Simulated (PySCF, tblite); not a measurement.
**C₅H₁₃BFN: geometry, infrared bands, NMR shifts and electronic excitations, part 1 of 2**

What infrared bands, NMR shifts and electronic excitations should C₅H₁₃BFN (`C[N+]1(C)[BH2-]C[C@@H](F)C1`) show?

Computed with tblite 0.8.0 and PySCF 2.14.0, with density-fitted response routines of our own, on a single molecule in the gas phase. Atoms count from 0, in the outputs and in this text.

## 1. Starting geometry

21 atoms, charge 0, multiplicity 1; geometry from: force field or distance geometry start.

Bonds of the start (Å): C0–N1 1.43, N1–C2 1.45, N1–B3 1.53, B3–C4 1.58, C4–C5 1.52, C5–F6 1.39, C5–C7 1.49, C7–N1 1.44, C0–H8 1.11, C0–H9 1.11, C0–H10 1.12, C2–H11 1.10, C2–H12 1.12, C2–H13 1.11, B3–H14 1.19, B3–H15 1.20, C4–H16 1.10, C4–H17 1.10, C5–H18 1.11, C7–H19 1.11, C7–H20 1.11.

## 2. Geometry optimisation with GFN2-xTB

The job: settings as JSON, then the geometry in Å.

```
{"job": {"kind": "relax", "xc": "GFN2-xTB", "basis": "xTB"}, "charge": 0, "multiplicity": 1}
C     -1.092400     1.161100    -0.672200
N     -0.560500    -0.055400    -0.150500
C     -1.585200    -1.076000    -0.158100
B     -0.081600     0.076500     1.291400
C      1.439800     0.470400     1.103900
C      1.823500    -0.058400    -0.270300
F      2.751800    -1.087800    -0.184100
C      0.562200    -0.506600    -0.929600
H     -0.289600     1.884700    -0.920300
H     -1.737800     0.911900    -1.546400
H     -1.776900     1.625500     0.087800
H     -1.371700    -1.941700     0.485600
H     -2.524000    -0.576500     0.205500
H     -1.684700    -1.427300    -1.202400
H     -0.715000     0.910400     1.853800
H     -0.181300    -1.006000     1.810800
H      2.121700     0.017700     1.841100
H      1.569100     1.563600     1.164500
H      2.334100     0.750200    -0.840500
H      0.483000    -0.011000    -1.914200
H      0.506500    -1.608400    -1.056200
```

Launch:

```
> OMP_NUM_THREADS=1 python probes_run.py task.json out
```

One launch serves the whole session: the jobs run in the order shown.

What it wrote:

```text
step      E/eV     max force
  0    -713.46420    2.292
  1    -713.71306    1.194
  2    -713.80490    0.708
  3    -713.88271    0.689
  4    -713.94789    0.539
  5    -713.97884    0.535
  6    -713.99866    0.363
  7    -714.01539    0.241
  8    -714.02547    0.203
  9    -714.03168    0.206
 10    -714.03597    0.166
 11    -714.04028    0.149
 12    -714.04557    0.189
 13    -714.05134    0.196
 14    -714.05740    0.243
 15    -714.06430    0.221
 16    -714.07213    0.221
 17    -714.07999    0.200
 18    -714.08720    0.207
 19    -714.09382    0.181
 20    -714.10065    0.189
 21    -714.10778    0.180
 22    -714.11425    0.192
 23    -714.11939    0.172
 24    -714.12329    0.144
 25    -714.12642    0.126
 26    -714.12914    0.137
 27    -714.13164    0.121
 28    -714.13412    0.112
 29    -714.13668    0.106
 30    -714.13894    0.114
 31    -714.14077    0.116
 32    -714.14232    0.090
 33    -714.14420    0.085
 34    -714.14582    0.119
 35    -714.14767    0.107
 36    -714.14896    0.074
 37    -714.15001    0.068
 38    -714.15102    0.072
 39    -714.15203    0.078
 40    -714.15277    0.067
 41    -714.15325    0.054
 42    -714.15368    0.048
 43    -714.15424    0.072
 44    -714.15488    0.065
 45    -714.15540    0.050
 46    -714.15576    0.037
 47    -714.15605    0.038
 48    -714.15636    0.044
 49    -714.15668    0.046
 50    -714.15698    0.042
 51    -714.15725    0.037
 52    -714.15753    0.039
 53    -714.15785    0.045
 54    -714.15821    0.045
 55    -714.15858    0.046
 56    -714.15896    0.041
 57    -714.15936    0.048
 58    -714.15978    0.057
 59    -714.16022    0.061
 60    -714.16067    0.052
 61    -714.16111    0.047
 62    -714.16150    0.046
 63    -714.16183    0.036
 64    -714.16212    0.033
 65    -714.16239    0.033
 66    -714.16269    0.034
 67    -714.16299    0.037
 68    -714.16329    0.042
 69    -714.16357    0.036
 70    -714.16382    0.034
 71    -714.16406    0.031
 72    -714.16430    0.038
 73    -714.16453    0.038
 74    -714.16472    0.032
 75    -714.16487    0.032
 76    -714.16499    0.026
 77    -714.16511    0.025
 78    -714.16523    0.023
 79    -714.16534    0.022
 80    -714.16542    0.021
 81    -714.16553    0.024
 82    -714.16567    0.035
 83    -714.16586    0.033
 84    -714.16606    0.036
 85    -714.16628    0.045
 86    -714.16655    0.044
 87    -714.16688    0.054
 88    -714.16724    0.050
 89    -714.16753    0.030
 90    -714.16776    0.035
 91    -714.16799    0.035
 92    -714.16823    0.036
 93    -714.16843    0.036
 94    -714.16860    0.033
 95    -714.16876    0.038
 96    -714.16895    0.039
 97    -714.16923    0.035
 98    -714.16947    0.025
 99    -714.16962    0.029
100    -714.16973    0.023
101    -714.16981    0.019
102    -714.16989    0.021
103    -714.16997    0.020
104    -714.17003    0.017
105    -714.17006    0.014
106    -714.17008    0.011
107    -714.17009    0.008
```

Wall time 0.72 s (1 thread of Arm Neoverse V1, shared host); peak memory 0.18 GiB.

Step by step: (not every step is listed)

```
step  energy from step 0 (eV)  largest force (eV/Å)
   0                   0.0000                2.2915
   1                  -0.2489                1.1944
   2                  -0.3407                0.7076
   3                  -0.4185                0.6893
   4                  -0.4837                0.5387
   5                  -0.5146                0.5345
   6                  -0.5345                0.3625
   7                  -0.5512                0.2409
   8                  -0.5613                0.2025
  17                  -0.6158                0.2002
  26                  -0.6649                0.1374
  35                  -0.6835                0.1072
  44                  -0.6907                0.0646
  53                  -0.6937                0.0452
  62                  -0.6973                0.0461
  71                  -0.6999                0.0310
  80                  -0.7012                0.0214
  89                  -0.7033                0.0301
  98                  -0.7053                0.0249
 102                  -0.7057                0.0209
 103                  -0.7058                0.0200
 104                  -0.7058                0.0171
 105                  -0.7059                0.0136
 106                  -0.7059                0.0108
 107                  -0.7059                0.0081
```

Close pairs (by a distance rule), those that changed most:

```
  bond  before (Å)  after (Å)  change (Å)
 N1–B3       1.525      1.656      +0.131
 B3–C4       1.583      1.639      +0.056
 C5–C7       1.492      1.532      +0.040
C2–H12       1.124      1.088      -0.036
C0–H10       1.123      1.088      -0.036
 C0–N1       1.427      1.461      +0.034
 N1–C7       1.439      1.462      +0.023
 C0–H8       1.109      1.086      -0.023
```

The final coordinates are the input of the step that follows.

## 3. Vibrational analysis with GFN2-xTB

The job: settings as JSON, then the geometry in Å.

```
{"job": {"kind": "ir", "xc": "GFN2-xTB", "basis": "xTB"}, "charge": 0, "multiplicity": 1}
C     -0.994123     1.166804    -0.696894
N     -0.613888    -0.129427    -0.140522
C     -1.745968    -1.043210    -0.240060
B     -0.065922     0.049344     1.411487
C      1.485387     0.490120     1.118696
C      1.771635     0.125248    -0.336968
F      2.891492    -0.682377    -0.470049
C      0.555689    -0.659164    -0.840758
H     -0.183517     1.876170    -0.560242
H     -1.229589     1.082399    -1.761816
H     -1.866905     1.542456    -0.167470
H     -1.475876    -2.007297     0.183915
H     -2.580755    -0.642717     0.331491
H     -2.051763    -1.178456    -1.281359
H     -0.740081     0.873257     1.938579
H     -0.156447    -1.022581     1.919565
H      2.184494    -0.056125     1.749635
H      1.688704     1.548649     1.281706
H      1.985828     0.996663    -0.969595
H      0.431677    -0.613975    -1.928339
H      0.701009    -1.698838    -0.541473
```

What it wrote:

```text
mode    cm-1     km/mol
  1      51.0      4.99
  2     144.0      0.29
  3     228.8      0.01
  4     239.7      0.61
  5     296.3      2.43
  6     323.4      5.41
  7     340.5      6.53
  8     411.0      4.60
  9     429.3      1.35
 10     475.9      2.76
 11     526.2      3.06
 12     543.2      3.03
 13     632.4     28.79
 14     706.6     14.46
 15     859.7      1.25
 16     898.5     13.47
 17     911.1      8.32
 18     922.1     29.35
 19     960.7     12.75
 20    1019.2     39.54
 21    1028.4      9.22
 22    1032.4     39.55
 23    1048.0      5.83
 24    1078.1    107.94
 25    1082.0      4.76
 26    1115.7     54.76
 27    1127.1     36.83
 28    1185.6     10.68
 29    1205.8      3.15
 30    1240.0     11.32
 31    1255.8     56.42
 32    1261.0     14.61
 33    1271.1      6.24
 34    1285.0     16.80
 35    1306.9      8.64
 36    1342.0     15.42
 37    1407.2      1.87
 38    1424.1      2.23
 39    1455.7      1.20
 40    1469.8      4.04
 41    1475.9      6.34
 42    1480.1      7.13
 43    1494.8     19.40
 44    1508.0      2.42
 45    2466.6    231.99
 46    2488.2    201.03
 47    2891.7     44.97
 48    2930.4     51.83
 49    2957.0     19.75
 50    2961.8     80.98
 51    2991.3     53.16
 52    2997.5     33.48
 53    3028.6     32.49
 54    3035.5      3.38
 55    3041.3     23.33
 56    3046.1     12.37
 57    3066.5     10.41
```

Wall time 0.72 s (1 thread of Arm Neoverse V1, shared host); peak memory 0.18 GiB.

The strongest bands and the atoms that carry them (share of the mass-weighted mode):

```
cm⁻¹  km/mol                                  atoms
1078   107.9            H15 27 %, H14 15 %, B3 12 %
1116    54.8              C5 28 %, C4 15 %, C7 13 %
1256    56.4  H15 17 %, H18 16 %, H14 15 %, N1 12 %
2467   232.0                     H15 78 %, H14 13 %
2488   201.0                     H14 80 %, H15 15 %
2930    51.8                               H19 91 %
2962    81.0                      H13 80 %, H9 13 %
2991    53.2                               H17 78 %
```

## 4. Relaxing the molecule at PBE0-D3(BJ)/def2-SVP

The job: settings as JSON, then the geometry in Å.

```
{"job": {"xc": "PBE0", "basis": "def2-SVP", "d3": "d3bj", "grid": 1, "shake": 0.01, "kind": "geom"}, "charge": 0, "multiplicity": 1}
C     -0.973710     1.141250    -0.692710
N     -0.619570    -0.133950    -0.142680
C     -1.766170    -1.045530    -0.248710
B     -0.032690     0.051600     1.407960
C      1.482570     0.483440     1.108140
C      1.767730     0.130070    -0.339350
F      2.901070    -0.684380    -0.469810
C      0.571150    -0.653710    -0.845810
H     -0.185350     1.881580    -0.540890
H     -1.232290     1.079960    -1.751790
H     -1.875770     1.539540    -0.158640
H     -1.470070    -2.006380     0.190620
H     -2.609040    -0.632500     0.321890
H     -2.068450    -1.175690    -1.274350
H     -0.744530     0.862490     1.938840
H     -0.156970    -1.008530     1.927040
H      2.186430    -0.045010     1.747580
H      1.679450     1.554490     1.287530
H      1.983680     0.988830    -0.967300
H      0.406740    -0.607070    -1.923430
H      0.684620    -1.698220    -0.551110
```

What it wrote:

```text
step   0  E = -377.09953940  max force = 0.029915
step   1  E = -377.10441050  max force = 0.005269
step   2  E = -377.10452376  max force = 0.001243
step   3  E = -377.10453808  max force = 0.000432
optimisation converged
```

Run time: 61 s. Hardware: 1 thread of Arm Neoverse V1, shared host; peak memory 0.73 GiB.

Step by step:

```
step  energy from step 0 (eV)  largest force component (eV/Å)
   0                   0.0000                          1.5383
   1                  -0.1325                          0.2709
   2                  -0.1356                          0.0639
   3                  -0.1360                          0.0222
```

Close pairs (by a distance rule), those that changed most:

```
  bond  before (Å)  after (Å)  change (Å)
B3–H15       1.187      1.227      +0.040
 C0–N1       1.433      1.472      +0.039
 B3–C4       1.604      1.632      +0.028
C0–H10       1.121      1.097      -0.025
C2–H13       1.077      1.102      +0.024
B3–H14       1.203      1.225      +0.023
 C5–F6       1.402      1.381      -0.021
C5–H18       1.086      1.104      +0.018
```

The next job starts from the end point, and lists it.

```
                         at the end point                value
  point group (found at 0.08 Å tolerance)                   C1
rotational constants (GHz, main isotopes)  3.428, 1.455, 1.346
                        dipole moment (D)                 4.93
```

## 5. NMR shieldings: PBE0/pcSseg-1

The job: settings as JSON, then the geometry in Å.

```
{"job": {"kind": "nmr", "xc": "PBE0", "basis": "pcSseg-1"}, "charge": 0, "multiplicity": 1}
C     -1.063775     1.191381    -0.970620
N     -0.698587    -0.123800    -0.419556
C     -1.856889    -1.021683    -0.478067
B     -0.113808     0.045969     1.128077
C      1.434738     0.456292     0.816311
C      1.699113     0.082257    -0.639455
F      2.795616    -0.739874    -0.810986
C      0.469284    -0.682643    -1.127758
H     -0.222446     1.886214    -0.861912
H     -1.334472     1.103821    -2.035398
H     -1.911622     1.591072    -0.401491
H     -1.573858    -1.996366    -0.063548
H     -2.662249    -0.600436     0.137640
H     -2.209069    -1.140367    -1.515072
H     -0.824327     0.871912     1.688606
H     -0.232259    -1.073815     1.615313
H      2.129290    -0.128191     1.438260
H      1.675293     1.516646     0.991653
H      1.882461     0.968883    -1.271207
H      0.319341    -0.662667    -2.220094
H      0.589424    -1.726554    -0.804941
```

With the program's defaults for keys left out, this is: GIAO PBE0/pcSseg-1 NMR shielding, non-relativistic, gas phase.

What it wrote:

```text
coarse grid: 16728 points
cycle   1  E = -377.1799145537  dE =  8.171e-01  |g| = 6.208e-01  |ddm| = 3.795e+00
cycle   2  E = -377.1519576624  dE =  2.796e-02  |g| = 7.845e-01  |ddm| = 1.225e+00
cycle   3  E = -377.2659177543  dE = -1.140e-01  |g| = 8.046e-02  |ddm| = 6.395e-01
cycle   4  E = -377.2669533432  dE = -1.036e-03  |g| = 4.105e-02  |ddm| = 1.069e-01
cycle   5  E = -377.2673362572  dE = -3.829e-04  |g| = 6.086e-03  |ddm| = 4.220e-02
cycle   6  E = -377.2673438373  dE = -7.580e-06  |g| = 2.311e-03  |ddm| = 6.777e-03
final grid: 159680 points
cycle   7  E = -377.3208086908  dE = -6.702e-05  |g| = 9.690e-03  |ddm| = 3.860e-02
cycle   8  E = -377.3207954271  dE =  1.326e-05  |g| = 1.253e-02  |ddm| = 1.960e-02
cycle   9  E = -377.3208325458  dE = -3.712e-05  |g| = 1.533e-03  |ddm| = 1.097e-02
cycle  10  E = -377.3208329290  dE = -3.832e-07  |g| = 3.038e-04  |ddm| = 1.264e-03
cycle  11  E = -377.3208329437  dE = -1.471e-08  |g| = 6.081e-05  |ddm| = 2.076e-04
cycle  12  E = -377.3208329443  dE = -5.899e-10  |g| = 3.033e-05  |ddm| = 6.383e-05
converged SCF energy = -377.3208329443

GIAO shielding tensors (ppm)
atom      isotropic    diamagn.    paramagn.     s11        s22        s33       span
  0 C      134.631     248.721    -114.090    100.827    121.810    181.256     80.429
  1 N      196.458     323.038    -126.580    172.762    196.861    219.752     46.991
  2 C      131.719     246.329    -114.609     97.470    116.002    181.686     84.216
  3 B      106.684     189.232     -82.547     82.951     97.316    139.786     56.835
  4 C      164.057     251.482     -87.425    133.943    162.571    195.658     61.715
  5 C       89.057     245.814    -156.757     43.827     83.957    139.386     95.559
  6 F      377.277     470.354     -93.077    364.008    375.304    392.520     28.512
  7 C      115.183     252.063    -136.881     82.209    106.797    156.542     74.332
  8 H       28.662      31.426      -2.763     23.951     27.998     34.039     10.088
  9 H       29.545      30.393      -0.849     25.851     26.719     36.064     10.213
 10 H       28.883      30.478      -1.595     25.256     26.267     35.127      9.871
 11 H       28.635      29.887      -1.252     24.620     26.575     34.710     10.090
 12 H       28.580      29.484      -0.904     24.965     25.790     34.986     10.021
 13 H       29.075      29.224      -0.149     25.270     26.281     35.674     10.404
 14 H       28.800      31.953      -3.152     25.533     27.990     32.878      7.345
 15 H       28.652      32.312      -3.660     24.676     28.734     32.546      7.870
 16 H       29.886      30.509      -0.623     26.664     27.222     35.773      9.109
 17 H       29.778      31.005      -1.227     26.315     27.152     35.867      9.552
 18 H       26.193      30.928      -4.735     23.141     27.032     28.404      5.264
 19 H       28.778      31.827      -3.049     25.253     27.836     33.244      7.992
 20 H       28.440      32.265      -3.825     24.859     28.070     32.391      7.532
```

Run time: 32 s. Hardware: 1 thread of Arm Neoverse V1, shared host; peak memory 0.93 GiB.

Shifts follow as δ = σ(reference) − σ, with reference shieldings (ppm) from runs at the same level and on the same kind of geometry: 1H TMS 31.27, 13C TMS 184.4, 19F CFCl3 177.2, 15N NH3 265.7, 11B BF3·OEt2 100.7. The references are single molecules in the gas phase, so shifts against H2O, NH3, PH3, H3PO4 or CFCl3 are not on the usual liquid scales and can be off by tens of ppm. Atoms listed in one row are averaged.

```
        atoms                                               environment  σ (ppm)  δ (ppm)  δ scaled to CDCl3
           C5                                        sp3 CH bonded to F     89.1     95.4               92.1
           C7                                       sp3 CH2 bonded to N    115.2     69.2               66.7
           C2                                 methyl carbon bonded to N    131.7     52.7               50.7
           C0                                 methyl carbon bonded to N    134.6     49.8               47.8
           C4                                       sp3 CH2 bonded to B    164.1     20.4               19.3
          H18                         hydrogen on an sp3 CH bonded to F    26.19     5.07               5.03
          H20                        hydrogen on an sp3 CH2 bonded to N    28.44     2.83               2.90
          H15  hydrogen on a boron bonded to C, N, in a 5-membered ring    28.65     2.61                  –
H11, H12, H13                   hydrogen on a methyl carbon bonded to N    28.76     2.50               2.59
          H19                        hydrogen on an sp3 CH2 bonded to N    28.78     2.49               2.58
          H14  hydrogen on a boron bonded to C, N, in a 5-membered ring    28.80     2.47                  –
  H8, H9, H10                   hydrogen on a methyl carbon bonded to N    29.03     2.24               2.34
          H17                        hydrogen on an sp3 CH2 bonded to B    29.78     1.49               1.63
          H16                        hydrogen on an sp3 CH2 bonded to B    29.89     1.38               1.52
           N1                          donor nitrogen of a Lewis adduct    196.5     69.2                  –
           B3           boron bonded to C, N, 2 H, in a 5-membered ring    106.7     -6.0                  –
           F6                                 fluorine on an sp3 carbon    377.3   -200.0                  –
```

The scaled column applies a straight-line fit of computed shieldings to shifts measured in CDCl3, and one for carbons that bear F (root-mean-square error 0.21 ppm for H, 2.0 ppm for C).

The run also stored atomic charges by several schemes (e):

```
atoms  Mulliken    IAO  Hirshfeld  ESP fit
   C0     -0.09  -0.30      -0.04    -0.48
   N1     -0.69  -0.02       0.04     0.29
   C2     -0.08  -0.30      -0.04    -0.54
   B3      0.08  -0.21      -0.03     0.15
   C4     -0.41  -0.42      -0.16    -0.34
   C5      0.18   0.19       0.06     0.30
   F6     -0.34  -0.33      -0.12    -0.28
   C7     -0.04  -0.17      -0.02    -0.23
```

Mayer bond orders: C0–N1 0.90, N1–C2 0.91, N1–B3 0.55, B3–C4 0.91, C4–C5 1.02, C5–F6 0.87, C5–C7 1.01, C7–N1 0.87.

Ring of atoms N1, B3, C4, C5, C7: NICS(0) -5.1, NICS(1) -3.1, NICS(1)zz -2.7 ppm (means of both faces; NICS(1) differs between them: -4.3 and -1.9).

The two faces differ (NICS(1)zz 0.3 and -5.6 ppm).

(Continued in part 2 of 2.)
